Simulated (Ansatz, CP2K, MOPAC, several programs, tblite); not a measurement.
Energy against volume for SrCl2 built on the fluorite prototype, at fixed shape and fractional coordinates, computed by several methods (PBE and r2SCAN, where shown, with plane waves in Ansatz); the cell shown is that of r2SCAN. It is cubic, Fm-3m (No. 225); a = 6.995 Å in the conventional setting, 28.53 Å³ an atom. Sr is surrounded by 8 Cl at 3.03 Å; Cl is surrounded by 4 Sr at 3.03 Å. Calculated for a static, non-magnetic cell. Energies count from each curve's lowest point; fits are third-order Birch-Murnaghan.

```cif
data_structure
_symmetry_space_group_name_H-M 'P 1'
_symmetry_Int_Tables_number 1
_cell_length_a 4.9465
_cell_length_b 4.9465
_cell_length_c 4.9465
_cell_angle_alpha 60.000
_cell_angle_beta 60.000
_cell_angle_gamma 60.000
_cell_volume 85.58
loop_
_atom_site_label
_atom_site_type_symbol
_atom_site_fract_x
_atom_site_fract_y
_atom_site_fract_z
_atom_site_occupancy
Sr1 Sr 0.00000 0.00000 0.00000 1
Cl1 Cl 0.25000 0.25000 0.25000 1
Cl2 Cl 0.75000 0.75000 0.75000 1
```

Question: r2SCAN, on the shape of its own relaxed cell, gives
```
V (Å³/atom)  E (meV/atom)
     26.816         13.29
     27.672          3.09
     28.527          0.00
     29.383          2.92
     30.239         10.95
```
What equilibrium volume and bulk modulus follow?

Answer: V₀ = 28.52 Å³ an atom and B₀ = 38 GPa.

PBE, on the shape of its own relaxed cell:

| V (Å³/atom) | E (meV/atom) |
| --- | --- |
| 27.344 | 12.34 |
| 28.216 | 2.92 |
| 29.089 | 0.00 |
| 29.962 | 2.59 |
| 30.834 | 9.86 |

V₀ = 29.09 Å³ an atom and B₀ = 34 GPa.

PM7 (MOPAC), on the shape of the cell shown, as a cluster of 96 atoms at the zone centre:
```
V (Å³/atom)  E (meV/atom)
     25.104          0.00
     26.816         43.13
     28.527        109.67
     30.239        198.73
     31.951        300.08
```
The lowest point is an end point, so the minimum isn't bracketed.

PBE/DZVP (CP2K), on the shape of the cell shown:
```tsv
V (Å³/atom)	E (meV/atom)
25.104	86.69
26.816	26.15
28.527	0.46
30.239	0.00
31.951	17.85
```
V₀ = 29.40 Å³ an atom and B₀ = 34 GPa.

GFN2-xTB (tblite), on the shape of the cell shown, as a cluster of 96 atoms at the zone centre:
```tsv
V (Å³/atom)	E (meV/atom)
25.104	0.00
26.816	30.59
28.527	72.31
30.239	121.98
31.951	176.30
```
The lowest point is an end point, so the minimum isn't bracketed.
